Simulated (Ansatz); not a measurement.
# Sn12NO2 in Ansatz: reference runs

Reference runs on Sn12NO2: the cell as given.

All numbers are computed with Ansatz 0.2.0; they aren't measurements. Logs are shortened: lines on timing, memory, paths and dates and some standing lists are left out, and cuts for length are marked.

### Step 1. The cell of the first run

The cell holds a slab with vacuum, 15 atoms: a = 9.180 Å, b = 6.491 Å, c = 24.653 Å, α = 90.00°, β = 90.00°, γ = 90.00°.

### Step 2. Single point, PBE

The input, input.yaml:

```yaml
crystal:
  lattice:
    - [9.1799430761, 0.0, 0.0]
    - [0.0, 6.4912, 0.0]
    - [0.0, 0.0, 24.653271538]
  atoms:
    - { symbol: Sn, position: [0.25, 0.0, 0.324500543] }
    - { symbol: Sn, position: [0.75, 0.0, 0.324500543] }
    - { symbol: Sn, position: [0.5, 0.25, 0.324500543] }
    - { symbol: Sn, position: [0.0, 0.25, 0.324500543] }
    - { symbol: Sn, position: [0.5, 0.5, 0.417591059] }
    - { symbol: Sn, position: [0.0, 0.5, 0.417591059] }
    - { symbol: Sn, position: [0.75, 0.75, 0.417591059] }
    - { symbol: Sn, position: [0.25, 0.75, 0.417591059] }
    - { symbol: Sn, position: [0.75, 0.0, 0.510681575] }
    - { symbol: Sn, position: [0.25, 0.0, 0.510681575] }
    - { symbol: Sn, position: [0.0, 0.25, 0.510681575] }
    - { symbol: Sn, position: [0.5, 0.25, 0.510681575] }
    - { symbol: "N", position: [0.4704467793, 0.1906466326, 0.6591202921] }
    - { symbol: O, position: [0.5, 0.25, 0.6145217488] }
    - { symbol: O, position: [0.4181749499, 0.2709268277, 0.698214495] }
hamiltonian:
  xc: pbe
  pseudopotentials: { kind: paw }
kpoints:
  mp_grid: { grid: [3, 4, 1] }
scf:
  occupations: { method: fermi_dirac, width: 0.05 }
output:
  forces: true
  eigenvalues: true
  write_density: true
  write_potential: true
  elf: true
  volumetric_format: npy
efield:
  axis: 3
  dipole_correction: true
  ramp_width: 0.04
```

Potentials or basis: Ansatz PAW.

On the command line:

```console
ansatz run input.yaml --threads 4 --pin off --max-ram 11264MiB --backend cpu --events-out ev --progress --plain --runs-dir out
```

Log:

```text
Warning: RAYON_NUM_THREADS=4 ignored (pool sized by the plan → 4); use --threads N
Engine: ansatz 0.2.0, aarch64-unknown-linux-gnu
Pseudopotentials: kind: paw
Pseudopotential: Sn, paw, valence charge 14, recommended cutoff 420 eV (normal), Sn.paw.azcp
Pseudopotential: N, paw, valence charge 5, recommended cutoff 420 eV (normal), N.paw.azcp
Pseudopotential: O, paw, valence charge 6, recommended cutoff 420 eV (normal), O.paw.azcp
[... 80 lines left out ...]
  atom  15  O     -0.53862868     1.33618374    -0.00649951
  max |Σ_I F_I| component: 5.49e-5 eV/Å
--- Band table (eV; the first three rows and the last of 7) ---
  k-point 0: bands = ["-27.6854", "-23.9036", "-22.8656", "-22.8067", "-22.7945", "-22.7689", "-22.7618", "-22.7613", "-22.7545", "-22.7444", "-22.7386", "-22.7081", "-22.7058", "-22.6888", "-22.6721", "-22.6425", "-22.6254", "-22.6228", "-22.6138", "-22.6087", "-22.6065", "-22.5990", "-22.5950", "-22.5682", "-22.5560", "-22.5344", "-22.5303", "-22.5198", "-22.5154", "-22.5030", "-22.4979", "-22.4941", "-22.4878", "-22.4788", "-22.4729", "-22.4580", "-22.4561", "-22.4352", "-22.4182", "-22.4165", "-22.4042", "-22.3906", "-22.3784", "-22.3698", "-22.3690", "-22.3638", "-22.3615", "-22.3489", "-22.3449", "-22.3346", "-22.3205", "-22.3112", "-22.2970", "-22.2940", "-22.2934", "-22.2685", "-22.2673", "-22.2451", "-22.2363", "-22.2120", "-22.2050", "-22.1895", "-12.3120", "-11.1090", "-10.0328", "-9.7057", "-9.5951", "-9.5233", "-9.5035", "-9.1141", "-8.7582", "-8.2112", "-8.1301", "-7.8464", "-6.9413", "-6.8925", "-5.9801", "-4.9981", "-4.4559", "-3.7143", "-3.6579", "-3.6447", "-3.3670", "-3.2284", "-3.0886", "-3.0641", "-3.0318", "-2.0442", "-1.8434", "-1.7846", "-1.5910", "-1.2551", "-1.1906", "-0.9406", "-0.7972", "-0.6939", "0.1549", "0.1658", "0.6233", "0.7578", "0.8136", "0.8733", "0.9308", "1.0428", "1.2471", "1.7705", "1.7846", "2.5225", "2.6924", "2.7028", "2.7655"]
  k-point 1: bands = ["-27.6854", "-23.9036", "-22.8643", "-22.8071", "-22.7964", "-22.7682", "-22.7652", "-22.7534", "-22.7525", "-22.7403", "-22.7385", "-22.7170", "-22.7066", "-22.6871", "-22.6651", "-22.6513", "-22.6440", "-22.6265", "-22.6141", "-22.6097", "-22.6020", "-22.5897", "-22.5760", "-22.5735", "-22.5452", "-22.5417", "-22.5392", "-22.5254", "-22.5206", "-22.5066", "-22.5015", "-22.4953", "-22.4929", "-22.4721", "-22.4669", "-22.4501", "-22.4410", "-22.4358", "-22.4244", "-22.4167", "-22.4008", "-22.3907", "-22.3816", "-22.3812", "-22.3712", "-22.3686", "-22.3562", "-22.3400", "-22.3343", "-22.3316", "-22.3299", "-22.3102", "-22.2966", "-22.2908", "-22.2869", "-22.2711", "-22.2678", "-22.2506", "-22.2396", "-22.2123", "-22.2053", "-22.1924", "-12.3107", "-10.9270", "-10.0208", "-9.6945", "-9.5533", "-9.5256", "-9.5035", "-9.4154", "-9.0988", "-8.1896", "-8.1115", "-7.1420", "-7.1009", "-6.9839", "-6.2989", "-5.0023", "-4.4865", "-4.2755", "-3.4371", "-3.4061", "-3.3264", "-3.3165", "-3.1386", "-2.8449", "-2.5655", "-2.0197", "-1.8528", "-1.8171", "-1.6061", "-1.4402", "-1.2193", "-0.8530", "-0.7171", "-0.6045", "-0.3328", "0.2200", "0.4482", "0.7092", "0.8451", "0.9376", "1.1413", "1.4300", "1.4671", "1.8124", "2.2585", "2.8178", "2.9826", "3.0201", "3.2910"]
  k-point 2: bands = ["-27.6854", "-23.9036", "-22.8630", "-22.8077", "-22.7984", "-22.7707", "-22.7602", "-22.7476", "-22.7440", "-22.7397", "-22.7392", "-22.7319", "-22.7057", "-22.6829", "-22.6682", "-22.6549", "-22.6422", "-22.6330", "-22.6284", "-22.6052", "-22.5994", "-22.5773", "-22.5732", "-22.5643", "-22.5574", "-22.5559", "-22.5222", "-22.5205", "-22.5172", "-22.5126", "-22.5092", "-22.4989", "-22.4951", "-22.4753", "-22.4685", "-22.4512", "-22.4340", "-22.4206", "-22.4157", "-22.4125", "-22.4057", "-22.3984", "-22.3897", "-22.3858", "-22.3742", "-22.3591", "-22.3567", "-22.3451", "-22.3368", "-22.3297", "-22.3193", "-22.3115", "-22.2863", "-22.2848", "-22.2816", "-22.2772", "-22.2725", "-22.2577", "-22.2444", "-22.2122", "-22.2053", "-22.1953", "-12.3095", "-10.4400", "-10.3617", "-9.9506", "-9.6211", "-9.5387", "-9.4505", "-9.3931", "-9.1021", "-8.1675", "-8.0897", "-7.3342", "-7.2920", "-6.5541", "-6.0932", "-5.2320", "-4.9843", "-4.4313", "-3.5281", "-3.5196", "-3.1904", "-3.1174", "-2.4880", "-2.3683", "-2.2674", "-1.9953", "-1.9750", "-1.9730", "-1.8539", "-1.4530", "-1.4047", "-1.2020", "-0.7930", "-0.7838", "-0.5028", "0.4281", "0.5083", "0.8953", "1.0561", "1.2892", "1.3472", "1.6170", "2.2670", "2.2830", "2.7662", "2.8348", "2.8931", "2.9366", "3.0414"]
  k-point 6: bands = ["-27.6854", "-23.9036", "-22.8642", "-22.8090", "-22.7959", "-22.7715", "-22.7633", "-22.7580", "-22.7505", "-22.7462", "-22.7378", "-22.7251", "-22.7049", "-22.6979", "-22.6530", "-22.6436", "-22.6383", "-22.6327", "-22.6246", "-22.6048", "-22.5936", "-22.5844", "-22.5786", "-22.5568", "-22.5504", "-22.5426", "-22.5358", "-22.5190", "-22.5072", "-22.5034", "-22.4925", "-22.4873", "-22.4841", "-22.4753", "-22.4654", "-22.4591", "-22.4458", "-22.4395", "-22.4379", "-22.4210", "-22.4078", "-22.3989", "-22.3935", "-22.3842", "-22.3702", "-22.3663", "-22.3535", "-22.3447", "-22.3377", "-22.3344", "-22.3201", "-22.3156", "-22.3064", "-22.2970", "-22.2854", "-22.2744", "-22.2574", "-22.2489", "-22.2384", "-22.2301", "-22.1845", "-22.1828", "-12.3100", "-10.7520", "-10.2556", "-9.9231", "-9.5507", "-9.5251", "-9.3563", "-9.1423", "-9.1136", "-8.9671", "-7.4989", "-7.1530", "-7.1235", "-6.4577", "-5.9709", "-4.9974", "-4.7732", "-4.4180", "-3.9050", "-3.6680", "-3.5709", "-3.3586", "-2.8575", "-2.7448", "-2.7027", "-2.5914", "-2.1822", "-1.9647", "-1.4708", "-1.3120", "-1.1962", "-1.0193", "-0.8586", "-0.4727", "-0.2942", "0.8325", "1.0405", "1.1072", "1.1830", "1.4658", "1.5674", "1.6252", "1.8254", "2.3371", "2.3872", "2.4712", "2.7636", "2.9911", "3.0193"]
```

rho_z.tsv:

```text
# z_ang	rho[e/angstrom^3]
# format = ansatz-planar-average/11
# lattice	9.179943076	0.000000000	0.000000000
# lattice	0.000000000	6.491200000	0.000000000
# lattice	0.000000000	0.000000000	24.653271538
# sites	15
# site	50	2.294985769	0.000000000	8.000000001
# site	50	6.884957307	0.000000000	8.000000001
# site	50	4.589971538	1.622800000	8.000000001
# site	50	0.000000000	1.622800000	8.000000001
# site	50	4.589971538	3.245600000	10.294985769
# site	50	0.000000000	3.245600000	10.294985769
# site	50	6.884957307	4.868400000	10.294985769
# site	50	2.294985769	4.868400000	10.294985769
# site	50	6.884957307	0.000000000	12.589971538
# site	50	2.294985769	0.000000000	12.589971538
# site	50	0.000000000	1.622800000	12.589971538
# site	50	4.589971538	1.622800000	12.589971538
# site	7	4.318674654	1.237525422	16.249471537
# site	8	4.589971538	1.622800000	15.149971539
# site	8	3.838822236	1.758640224	17.213271537
0.000000	2.941535e-7
0.136963	-3.253012e-7
0.273925	3.802351e-7
0.410888	-3.482608e-7
0.547850	3.671891e-7
0.684813	-2.644356e-7
[... 172 lines left out ...]
24.379346	1.285941e-7
24.516309	-2.029496e-7
```

Wall time 46 s (4 threads of Arm Neoverse V1, shared host); peak memory 3.4 GiB.

What came out:

- Free energy: -73799.2338 eV
- Largest force: 4.445 eV/Å
- Band gap on the k mesh: none (metal or under the smearing width)
- Work function of the upper face: 5.44 eV
- Work function of the lower face: 4.25 eV
- Dipole across the slab: -0.394 e·Å

Forces in eV/Å, atoms in the order of the input:
```
Sn  -0.036  0.007 -0.177
Sn   0.041 -0.003 -0.196
Sn  -0.001  0.100 -0.218
Sn  -0.003 -0.014 -0.308
Sn  -0.020  0.010 -0.207
Sn   0.002 -0.116  0.025
Sn  -0.006  0.137  0.027
Sn   0.011  0.116  0.033
Sn   0.142 -0.048  0.242
Sn  -0.118 -0.032  0.222
Sn   0.006 -0.025  0.252
Sn  -0.097 -0.030  0.264
N    0.078 -3.219  3.064
O    0.540  1.782 -3.018
O   -0.539  1.336 -0.006
```

Caveat: an odd number of electrons without spin polarisation forces a metal; a magnetic or distorted state may lie lower.
